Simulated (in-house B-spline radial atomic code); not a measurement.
# Cd⁴³⁺: ionisation energy by several methods

Aim: the ionisation energy of Cd⁴³⁺ by several methods, each as the difference of two self-consistent energies (Cd⁴³⁺ and the next ion, [He] 2s2).

Method: Dirac-Coulomb, several functionals; spherical all-electron atom at the radial basis limit. Code: in-house B-spline radial atomic code version 1.

## 1. What is computed

```
element       : cadmium (Z = 48)
charge        : +43
electrons     : 5
configuration : [He] 2s2 2p1
nucleus       : Fermi, rms radius 4.609 fm
```

Outer shells as boxes (Hund's rule):

[He] 2s2 2p1
```
[He] core
2s [↑↓]
2p [↑ ][  ][  ]
```

The boxes only draw the filling; these runs are spin-restricted and spherical.

## 2. RPBE, a GGA

Settings of the run:

```ini
Z = 48
electrons = 5.0
configuration = [He] 2s2 2p1
hamiltonian = dirac
method = rpbe,pbe
spin_polarised = False
nucleus = fermi
rms_radius = 4.6087
mass_number = 114
atomic_mass = 113.903364998
speed_of_light = 137.035999084
```

## 3. PW91, a GGA

Settings: those of step 2 with these lines changed.

```diff
@@ -4,3 +4,3 @@
 hamiltonian = dirac
-method = rpbe,pbe
+method = pw91,pw91
 spin_polarised = False
```

## 4. BLYP, a GGA

Settings: those of step 3 with these lines changed.

```diff
@@ -4,3 +4,3 @@
 hamiltonian = dirac
-method = pw91,pw91
+method = b88,lyp
 spin_polarised = False
```

## 5. LDA (VWN5)

Settings: those of step 4 with these lines changed.

```diff
@@ -4,3 +4,3 @@
 hamiltonian = dirac
-method = b88,lyp
+method = lda,vwn
 spin_polarised = False
```

**Question.** The tabulated ionisation energy is 7109 ± 5 eV (semi-empirical; NIST Atomic Spectra Database). What does each method give, and which comes nearest?

The runs gave:

| method | rung | total energy (hartree) | ΔSCF (eV) | with Breit, QED, recoil (eV) | −ε highest (eV) | corrected ΔSCF less tabulated (eV) |
| --- | --- | --- | --- | --- | --- | --- |
| LDA (VWN5) | LDA | -3151.8190 | 6963.90 | 6958.44 | 6782.70 (2p3/2) | -150.56 |
| RPBE | GGA | -3156.8525 | 6966.53 | 6961.06 | 6785.28 (2p3/2) | -147.94 |
| PW91 | GGA | -3156.5388 | 6969.12 | 6963.64 | 6787.52 (2p3/2) | -145.36 |
| BLYP | GGA | -3156.7170 | 6968.99 | 6963.52 | 6787.45 (2p3/2) | -145.48 |

The tabulated ionisation energy is 7109 ± 5 eV (semi-empirical; NIST Atomic Spectra Database). PW91 comes nearest (-145.36 eV) and LDA (VWN5) is farthest (-150.56 eV, 2.1 %). All methods miss on the same side by much the same amount, which points to something that they share. Open shells are averaged (over orientations, and over spins where the run is restricted), while tables refer to the lowest levels.
